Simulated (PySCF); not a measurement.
# [Nd(H2O)2]3+: how settings move a single point

Aim: repeat the single point on relaxed [Nd(H2O)2]3+ with altered settings, some of them bad on purpose. The structure is generated, not taken from experiment.

Program: PySCF 2.14.0. Level of theory: PBE0, Nd lcecp-1-SVP with ECP49, O def2-SVP, H def2-SVP; scalar-relativistic core potentials, no spin–orbit coupling. These are calculated values, not measurements.

4 further runs of the same task are left out: 2 for a known fault of the program, 2 that didn't finish.

## (1) Starting geometry

7 atoms, charge 3, spin multiplicity 1.

Bond lengths: Nd1–O2 2.284 Å, Nd1–O5 2.285 Å, O2–H3 0.992 Å, O2–H4 0.993 Å, O5–H6 0.993 Å, O5–H7 0.993 Å. Angles: O2–Nd1–O5 110.2°, Nd1–O2–H3 129.4°, Nd1–O2–H4 128.0°, H3–O2–H4 102.6°, Nd1–O5–H6 128.0°, Nd1–O5–H7 129.3°, H6–O5–H7 102.7°.

Geometry (Å):

```xyz
7
H4NdO2
Nd   -0.3884   -1.0638   -0.0144
O     0.0121    0.1557    1.8743
H     0.4682    1.0313    1.9735
H    -0.2176   -0.0765    2.8122
O     0.1063    0.1709   -1.8723
H     0.6336   -0.1056   -2.6675
H    -0.1733    1.0942   -2.1059
```

Formal oxidation states: Nd +3. Each metal's 3 4f electrons lie in its core potential, so multiplicities, spins and levels count the valence alone. An earlier session relaxed this geometry at PBE0, Nd lcecp-1-SVP with ECP49, O def2-SVP, H def2-SVP (singlet, point group C1).

The sound run used a (50, 194) grid (finer on f atoms), a threshold of 1e-8 and at most 55 cycles, and ended at -185.317403 Eh.

## (2) Altered run 1

Input file run.py (the lines that set the calculation):

```python
mol = gto.M(atom='''
Nd    -0.36509    -0.99993    -0.01356
O      0.01139     0.14636     1.76188
H      0.44012     0.96939     1.85514
H     -0.20455    -0.07195     2.64349
O      0.09993     0.16060    -1.75996
H      0.59559    -0.09931    -2.50742
H     -0.16294     1.02860    -1.97957''',
    basis={'Nd': 'lcecp-1-SVP', 'O': 'def2-SVP', 'H': 'def2-SVP'},
    ecp={'Nd': 'lcecp-1-SVP'},
    charge=3, spin=0)
mf = dft.RKS(mol, xc='PBE0')
mf.grids.atom_grid = (50, 194)  # f atoms: unpruned, at least (60, 302)
mf = mf.density_fit()  # fitting sets: Nd AutoAux, O def2-universal-JKFIT, H def2-universal-JKFIT
mf.conv_tol = 1e-08; mf.max_cycle = 55
mf.kernel(dm0)  # dm0: free metal ions and neutral atoms
```

Launch:

```
$ OMP_NUM_THREADS=2 python run.py
```

Standard output:

```text
init E= -176.070136113826
  HOMO = -1.56123816897297  LUMO = -0.756899669715896  gap/eV = 21.88717
cycle= 1 E= -183.403141788428  delta_E= -7.33  |g|= 3.19  |ddm|= 2.91
  HOMO = -0.700246652242641  LUMO = -0.673580995331831  gap/eV = 0.72561
cycle= 2 E= -175.025063889897  delta_E= 8.38  |g|= 5.56  |ddm|= 5.35
  HOMO = -1.07701429144253  LUMO = -0.57609056440662  gap/eV = 13.63083
cycle= 3 E= -185.152279217034  delta_E= -10.1  |g|= 0.655  |ddm|= 4.77
  HOMO = -1.01696646543597  LUMO = -0.711423332601095  gap/eV = 8.31425
cycle= 4 E= -185.28879056693  delta_E= -0.137  |g|= 0.153  |ddm|= 1.23
  HOMO = -1.00845418866378  LUMO = -0.682188205817368  gap/eV = 8.87815
cycle= 5 E= -185.293264717362  delta_E= -0.00447  |g|= 0.0203  |ddm|= 0.164
  HOMO = -1.0080242616898  LUMO = -0.679825731166394  gap/eV = 8.93074
cycle= 6 E= -185.293354853575  delta_E= -9.01e-05  |g|= 0.00673  |ddm|= 0.0264
  HOMO = -1.0085192152803  LUMO = -0.680389671573652  gap/eV = 8.92886
cycle= 7 E= -185.293362694429  delta_E= -7.84e-06  |g|= 0.00316  |ddm|= 0.00701
  HOMO = -1.00863119913005  LUMO = -0.68044096127896  gap/eV = 8.93051
cycle= 8 E= -185.293364418558  delta_E= -1.72e-06  |g|= 0.000742  |ddm|= 0.00226
  HOMO = -1.00865267539703  LUMO = -0.680420502728672  gap/eV = 8.93165
cycle= 9 E= -185.29336452249  delta_E= -1.04e-07  |g|= 0.000124  |ddm|= 0.000501
  HOMO = -1.00866270832197  LUMO = -0.680411372782649  gap/eV = 8.93217
cycle= 10 E= -185.293364525765  delta_E= -3.27e-09  |g|= 2.65e-05  |ddm|= 9.77e-05
  HOMO = -1.00867054331448  LUMO = -0.680408694491704  gap/eV = 8.93246
Extra cycle  E= -185.293364525641  delta_E= 1.24e-10  |g|= 3.82e-05  |ddm|= 4.4e-05
converged SCF energy = -185.293364525641
```

Wall time 3 s (2 threads of Arm Neoverse V1, shared host).

Changed: the scale of all coordinates (0.94). It converges in 10 cycles, +0.654 eV from the sound run, with a largest force component of 3.22 eV/Å. The setting is unsound, so these numbers aren't the compound's.

## (3) Altered run 2

Input file run.py (the lines that set the calculation):

```python
mol = gto.M(atom='''
Nd    -0.38839    -1.06376    -0.01443
O      0.01212     0.15571     1.87434
H      0.46821     1.03126     1.97355
H     -0.21761    -0.07654     2.81222
O      0.10631     0.17086    -1.87230
H      0.63360    -0.10565    -2.66747
H     -0.17334     1.09425    -2.10593''',
    basis={'Nd': 'lcecp-1-SVP', 'O': 'def2-SVP', 'H': 'def2-SVP'},
    ecp={'Nd': 'lcecp-1-SVP'},
    charge=3, spin=0)
mf = dft.RKS(mol, xc='PBE0')
mf.grids.atom_grid = (50, 194)  # f atoms: unpruned, at least (60, 302)
mf = mf.density_fit()  # fitting sets: Nd AutoAux, O def2-universal-JKFIT, H def2-universal-JKFIT
mf.conv_tol = 0.001; mf.max_cycle = 55
mf.kernel(dm0)  # dm0: free metal ions and neutral atoms
```

Launch:

```
$ OMP_NUM_THREADS=2 python run.py
```

Standard output:

```text
init E= -175.955207717801
  HOMO = -1.54522333391479  LUMO = -0.730727516149538  gap/eV = 22.16356
cycle= 1 E= -183.325158719038  delta_E= -7.37  |g|= 3.22  |ddm|= 2.78
  HOMO = -0.696741143684323  LUMO = -0.67320491843276  gap/eV = 0.64045
cycle= 2 E= -172.390950287054  delta_E= 10.9  |g|= 5.71  |ddm|= 5.55
  HOMO = -1.05866976256256  LUMO = -0.580822221265974  gap/eV = 13.00289
cycle= 3 E= -185.134008285022  delta_E= -12.7  |g|= 0.735  |ddm|= 5.06
  HOMO = -0.979025291994476  LUMO = -0.714709631020008  gap/eV = 7.19240
cycle= 4 E= -185.309834632358  delta_E= -0.176  |g|= 0.195  |ddm|= 1.34
  HOMO = -0.965467967889174  LUMO = -0.685324661156761  gap/eV = 7.62309
cycle= 5 E= -185.31722129363  delta_E= -0.00739  |g|= 0.0261  |ddm|= 0.185
  HOMO = -0.964832076039729  LUMO = -0.681941158648958  gap/eV = 7.69785
cycle= 6 E= -185.317391270067  delta_E= -0.00017  |g|= 0.00691  |ddm|= 0.0357
  HOMO = -0.965994736358429  LUMO = -0.682981782015259  gap/eV = 7.70117
Extra cycle  E= -185.317398012205  delta_E= -6.74e-06  |g|= 0.00484  |ddm|= 0.0118
converged SCF energy = -185.317398012205
```

It took 2.5 s on 2 threads of Arm Neoverse V1, shared host.

Changed: the SCF threshold (0.001). It converges in 6 cycles, at the sound run's energy within 0.001 eV, with a largest force component of 0.02 eV/Å. The result survives the change.

## (4) Altered run 3

run.py (the lines that set the calculation), as its differences from that of step 3:

```diff
@@ -14,3 +14,3 @@
 mf = mf.density_fit()  # fitting sets: Nd AutoAux, O def2-universal-JKFIT, H def2-universal-JKFIT
-mf.conv_tol = 0.001; mf.max_cycle = 55
-mf.kernel(dm0)  # dm0: free metal ions and neutral atoms
+mf.conv_tol = 1e-08; mf.max_cycle = 55
+mf.kernel(dm0)  # dm0: smeared density
```

Launch:

```
$ OMP_NUM_THREADS=2 python run.py
```

Standard output:

```text
init E= -185.304954302248
  HOMO = -0.96733796596098  LUMO = -0.680527480589188  gap/eV = 7.80451
cycle= 1 E= -185.317282616552  delta_E= -0.0123  |g|= 0.021  |ddm|= 0.0289
  HOMO = -0.961364000705089  LUMO = -0.684487633977558  gap/eV = 7.53419
cycle= 2 E= -185.317174580081  delta_E= 0.000108  |g|= 0.0339  |ddm|= 0.0472
  HOMO = -0.965529858519336  LUMO = -0.683306950370414  gap/eV = 7.67968
cycle= 3 E= -185.317402410327  delta_E= -0.000228  |g|= 0.00172  |ddm|= 0.0218
  HOMO = -0.965605887455989  LUMO = -0.682620141809488  gap/eV = 7.70043
cycle= 4 E= -185.317403413604  delta_E= -1e-06  |g|= 0.000272  |ddm|= 0.00293
  HOMO = -0.965646466395395  LUMO = -0.682599321758717  gap/eV = 7.70211
cycle= 5 E= -185.317403426484  delta_E= -1.29e-08  |g|= 5.49e-05  |ddm|= 0.000181
  HOMO = -0.965648733750851  LUMO = -0.682598755650881  gap/eV = 7.70218
cycle= 6 E= -185.317403426755  delta_E= -2.71e-10  |g|= 4.02e-05  |ddm|= 5.52e-05
  HOMO = -0.965651504459387  LUMO = -0.682597626501121  gap/eV = 7.70229
Extra cycle  E= -185.317403426336  delta_E= 4.19e-10  |g|= 6.22e-05  |ddm|= 6.14e-05
converged SCF energy = -185.317403426336
```

Run time: 2.4 s. Hardware: 2 threads of Arm Neoverse V1, shared host.

Changed: the starting guess (smeared density). It converges in 6 cycles, at the sound run's energy within 0.001 eV, with a largest force component of 0.01 eV/Å. The result survives the change.

## (5) Results

| run | changed | ending | energy change (eV) | cycles | time | usable |
| --- | --- | --- | --- | --- | --- | --- |
| 1 | the scale of all coordinates | converged | +0.654 | 10 | 3 s | no |
| 2 | the SCF threshold | converged | 0.000 | 6 | 2.5 s | yes |
| 3 | the starting guess | converged | 0.000 | 6 | 2.4 s | yes |

2 of 3 altered runs give a usable result. 1 ended normally with numbers unfit to quote.
